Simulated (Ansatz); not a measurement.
**C₂H₆BFN₂: up Jacob's ladder to CCSD(T)**

How much do the methods differ for C₂H₆BFN₂? The plan is to run it at one geometry with functionals of several rungs and with coupled cluster, and see how far each lands from CCSD(T) at the basis-set limit for the atomisation energy.

The runs use Ansatz 0.2.0, Gaussian basis; functionals in def2-TZVPP, the program's frozen cores in correlated methods.

Plan: LDA (SPW92), PBE-D4, revPBE-D4, BLYP-D4, r2SCAN-D4, B97M-V, PBE0-D4, B3LYP-D4, r2SCANh-D4, r2SCAN0-D4, HSE06-D4, BHLYP-D4, CAM-B3LYP-D4, LC-ωPBE, ωB97X-V, ωB97M-V, B2PLYP, PBE-QIDH; CCSD(T)/def2-SVP; CCSD(T)/def2-TZVPP; MP2/def2-QZVPP; extrapolation to the limit; RPA on PBE.

### Step 1. The relaxed structure

The geometry comes from an earlier relaxation with PBE0-D4 in a triple-zeta def2 set; it is a stationary point, not always the lowest conformer.

SMILES `NC1NCB1F`, 12 atoms, charge 0, spin multiplicity 1.

Atoms are counted from 1 here; the program's logs count them from 0.

Bond lengths: N1–C2 1.428 Å, N1–H7 1.012 Å, N1–H8 1.012 Å, C2–N3 1.498 Å, C2–B5 1.584 Å, C2–H9 1.103 Å, N3–C4 1.484 Å, N3–H10 1.013 Å, C4–B5 1.573 Å, C4–H11 1.099 Å, C4–H12 1.094 Å, B5–F6 1.311 Å. Angles: C2–N1–H7 111.0°, C2–N1–H8 111.8°, H7–N1–H8 107.5°, N1–C2–N3 119.3°, N1–C2–B5 123.4°, N1–C2–H9 107.7°, N3–C2–B5 84.4°, N3–C2–H9 111.3°, B5–C2–H9 108.9°, C2–N3–C4 96.9°, C2–N3–H10 115.0°, C4–N3–H10 114.7°, N3–C4–B5 85.3°, N3–C4–H11 115.2°, N3–C4–H12 114.2°, B5–C4–H11 113.0°, B5–C4–H12 120.1°, H11–C4–H12 107.9° and more.

### Step 2. LDA

This LDA is Slater exchange with PW92 correlation.

in.yaml reads:

```yaml
crystal:
  periodic: [false, false, false]
  atoms:
    - {symbol: N, position_ang: [-0.409237, -0.932457, 1.678184]}
    - {symbol: C, position_ang: [0.127510, -0.021352, 0.717840]}
    - {symbol: N, position_ang: [0.646908, -0.549551, -0.583641]}
    - {symbol: C, position_ang: [0.109104, 0.533656, -1.443958]}
    - {symbol: B, position_ang: [-0.770071, 0.911343, -0.195443]}
    - {symbol: F, position_ang: [-1.847661, 1.632412, -0.003743]}
    - {symbol: H, position_ang: [-1.090423, -1.548180, 1.252960]}
    - {symbol: H, position_ang: [0.311286, -1.512157, 2.089584]}
    - {symbol: H, position_ang: [0.882782, 0.599162, 1.228970]}
    - {symbol: H, position_ang: [1.652423, -0.666487, -0.627851]}
    - {symbol: H, position_ang: [0.830470, 1.317665, -1.715488]}
    - {symbol: H, position_ang: [-0.366290, 0.180746, -2.363514]}
basis:
  gaussian: {orbitals: def2-TZVPP}
hamiltonian: {xc: lda}
output: {orbitals: {seedname: orbitals}}
```

The runs that follow: PBE-D4 (GGA); revPBE-D4 (GGA); BLYP-D4 (GGA); r2SCAN-D4 (meta-GGA); B97M-V (meta-GGA); PBE0-D4 (hybrid); B3LYP-D4 (hybrid); r2SCANh-D4 (hybrid); r2SCAN0-D4 (hybrid); HSE06-D4 (hybrid); BHLYP-D4 (hybrid); CAM-B3LYP-D4 (range-separated); LC-ωPBE (range-separated); ωB97X-V (range-separated); ωB97M-V (range-separated); B2PLYP (double hybrid); PBE-QIDH (double hybrid); CCSD(T) in def2-SVP; CCSD(T) in def2-TZVPP; MP2 in def2-QZVPP; RPA on PBE orbitals.

Before running them: what should the planned runs give, taken together? Wanted: atomisation energy, CCSD(T)/CBS; farthest beyond LDA; mean size of error, GGA; mean size of error, meta-GGA; mean size of error, hybrid; mean size of error, range-separated; mean size of error, double hybrid; gap, smallest and largest; T1 diagnostic.

**Answer**, as computed:

```
                               quantity                                      value
        atomisation energy, CCSD(T)/CBS                              4718.7 kJ/mol
 functionals within 23.6 kJ/mol (0.5 %)    r2SCAN-D4, B97M-V, r2SCANh-D4, PBE-QIDH
                    farthest beyond LDA                     PBE-D4 (+185.4 kJ/mol)
                mean size of error, GGA                                92.1 kJ/mol
           mean size of error, meta-GGA                                22.2 kJ/mol
             mean size of error, hybrid                                65.5 kJ/mol
    mean size of error, range-separated                                50.0 kJ/mol
      mean size of error, double hybrid                                13.6 kJ/mol
              gap, smallest and largest  3.57 eV (LDA (SPW92)), 11.39 eV (LC-ωPBE)
                          T1 diagnostic                                     0.0119
triples share of the correlation energy                                      3.8 %
```

What this shows: LDA overbinds by 818.8 kJ/mol (17 %). PBE-D4 is off by +185.4 kJ/mol. Double hybrids carry the basis error of their MP2 part in triple zeta, and no dispersion term here, so their miss is partly the set-up's. The rungs double hybrid, meta-GGA miss on average by less than the doubt on the reference (23.6 kJ/mol), so they tie; GGA functionals have the largest mean beyond LDA (92.1 kJ/mol). The reference freezes the cores and leaves out relativity and excitations past (T), so misses under about 23.6 kJ/mol can't be ranked. Hartree-Fock recovers 70 % of the binding; the rest is correlation. CCSD(T) in def2-SVP is off by -251.0 kJ/mol, which most functionals beat. The gap grows from 3.6 to 11.4 eV across the functionals, mostly with the share of exact exchange.
